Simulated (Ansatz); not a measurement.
This script drives Ansatz 0.2.0 through its Python package.

The script, `scan_fgeh5ssi.py`:
```python
import warnings

import ansatz
import numpy as np

warnings.simplefilter('ignore', ansatz.DeckWarning)

mol = (
    ansatz.Crystal.molecule()
    .atom('F', (-1.5218, 0.9338, -1.6569))
    .atom('Ge', (-0.0223, 1.0402, -0.8501))
    .atom('Si', (0.3586, -0.9863, 0.1651))
    .atom('S', (-1.0862, -1.3763, 1.6031))
    .atom('H', (1.1031, 1.3282, -1.898))
    .atom('H', (-0.046, 2.1785, 0.2208))
    .atom('H', (1.7162, -0.932, 0.8714))
    .atom('H', (0.4524, -2.0369, -0.84))
    .atom('H', (-0.8656, -0.1955, 2.3676))
)

symbols = [site.symbol for site in mol.cartesian_sites]
start = np.array([site.position_ang for site in mol.cartesian_sites])
axis = (start[3] - start[2]) / np.linalg.norm(start[3] - start[2])
moving = [3, 8]
lengths, energies = [1.826, 1.909, 1.992, 2.075, 2.158, 2.241, 2.324, 2.449], []
for length in lengths:
    xyz = start.copy()
    xyz[moving] += (length - np.linalg.norm(start[3] - start[2])) * axis
    point = ansatz.Crystal.molecule()
    for symbol, place in zip(symbols, xyz):
        point = point.atom(symbol, place.tolist())
    calc = point.calculation().basis(gaussian='def2-SVP').functional('pbe')
    rep = calc.run().report
    energies.append(rep['free_energy_ev'])
    print(f'r = {length:6.3f} A  E = {energies[-1]:.5f} eV  <S^2> = {abs(rep["mean_field"]["state"]["spin_squared"]):.3f}')

fit = np.polynomial.Polynomial.fit(lengths, np.array(energies) - min(energies), 4).convert()
roots = [r.real for r in fit.deriv().roots() if abs(r.imag) < 1e-9 and fit.deriv(2)(r.real) > 0]
r_e = min(roots, key=lambda r: abs(r - lengths[int(np.argmin(energies))]))
print(f'minimum of the fit at {r_e:.4f} A, force constant {fit.deriv(2)(r_e):.2f} eV/A^2')
```

It is started by `python scan_fgeh5ssi.py`. How long does it take on 1 thread of Arm Neoverse V2 (shared host), and how much memory does it need?

It took about 21 s, with a peak of 0.22 GiB, for 8 runs of the engine.

Output of `python scan_fgeh5ssi.py`:
```text
r =  1.826 A  E = -77994.02024 eV  <S^2> = 0.000
r =  1.909 A  E = -77994.73623 eV  <S^2> = 0.000
r =  1.992 A  E = -77995.16600 eV  <S^2> = 0.000
r =  2.075 A  E = -77995.38912 eV  <S^2> = 0.000
r =  2.158 A  E = -77995.46417 eV  <S^2> = 0.000
r =  2.241 A  E = -77995.43444 eV  <S^2> = 0.000
r =  2.324 A  E = -77995.33198 eV  <S^2> = 0.000
r =  2.449 A  E = -77995.09109 eV  <S^2> = 0.000
minimum of the fit at 2.1705 A, force constant 14.00 eV/A^2
```

Caveats:
- Total energies depend on the basis set; only differences at equal settings carry meaning.
- The rest of the molecule is held rigid at a force-field or estimated start geometry, and the basis set is modest; single-reference methods fail as a bond breaks.
- The orbitals are restricted, so S² is zero by construction.
